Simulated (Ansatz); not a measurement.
# AlCo: the cost of one run

All numbers are computed with the Python package of Ansatz 0.2.0. Level of theory: DFT LDA, plane waves, PAW.

**1. The structure**

It takes space group Pm-3m (No. 221, cubic). The conventional cell has a = 2.819 Å, b = 2.819 Å, c = 2.819 Å, α = 90.00°, β = 90.00°, γ = 90.00°. Al (site symmetry m-3m) is surrounded by 8 Co at 2.44 Å. Around Co (site symmetry m-3m) lie 8 Al at 2.44 Å.

No structure file is read: the coordinates are typed or built in the script.

**2. The script**

The input, eos_alco.py:

```python
"""Energy against volume for AlCo, with a fit."""

import ansatz as az
from ase.eos import EquationOfState
from ase.units import GPa
import numpy as np

VECTORS = np.array([
    [2.819403, 0.0, 0.0],
    [0.0, 2.819403, 0.0],
    [0.0, 0.0, 2.819403],
])
SITES = [
    ("Al", [0.0, 0.0, 0.0], 0.0),
    ("Co", [0.5, 0.5, 0.5], 1.8),
]


def make_crystal(cell):
    crystal = az.Crystal(lattice=az.Lattice.of(cell))
    for symbol, position, moment in SITES:
        crystal = crystal.atom(symbol, position, moment=moment or None)
    return crystal

# scale the volume, keep shape and fractions
volumes, energies, pressures = [], [], []
for scale in np.linspace(0.88, 1.12, 7):
    cell = VECTORS * scale ** (1 / 3)
    job = (
        make_crystal(cell).calculation()
        .spin("collinear")  # spin-polarised run
        .pseudopotentials("paw")
        .occupations("fermi_dirac")
        .functional("lda")
        .basis(500)  # cutoff of the orbital basis
        .kpoints(10, 10, 10)
        .stress()
    )
    report = job.run(threads=1).report
    volumes.append(abs(np.linalg.det(cell)) / len(SITES))
    energies.append(report["free_energy_ev"] / len(SITES))
    pressures.append(np.trace(report["stress_gpa"]) / 3)
    print(f"V = {volumes[-1]:8.4f} A^3/atom  F = {energies[-1]:.5f} eV/atom  P = {pressures[-1]:8.3f} GPa")

eos = EquationOfState(volumes, energies, eos="birchmurnaghan")
v0, e0, bulk = eos.fit()
print(f"V0 = {v0:.4f} A^3/atom, E0 = {e0:.5f} eV/atom, B = {bulk / GPa:.1f} GPa")
eos.plot("eos.png")
```

**3. The input behind the calls**

The engine receives this input (first run):

```yaml
crystal:
  lattice:
    - [2.701788703852477, 0.0, 0.0]
    - [0.0, 2.701788703852477, 0.0]
    - [0.0, 0.0, 2.701788703852477]
  atoms:
    - { symbol: Al, position: [0.0, 0.0, 0.0] }
    - { symbol: Co, position: [0.5, 0.5, 0.5], spin: 1.8 }
basis:
  ecutwfc: 500.0
kpoints:
  mp_grid:
    grid: [10, 10, 10]
hamiltonian:
  xc: lda
  pseudopotentials:
    kind: paw
magnetization:
  spin_polarized: true
scf:
  occupations:
    method: fermi_dirac
output:
  stress: true
```

**4. Running it**

Launch:

```bash
python eos_alco.py
```

**Question.** How long does this script take on 1 thread of Arm Neoverse V1, shared host, and how much memory does it need?

About 32 s, with a peak of 0.4 GiB.
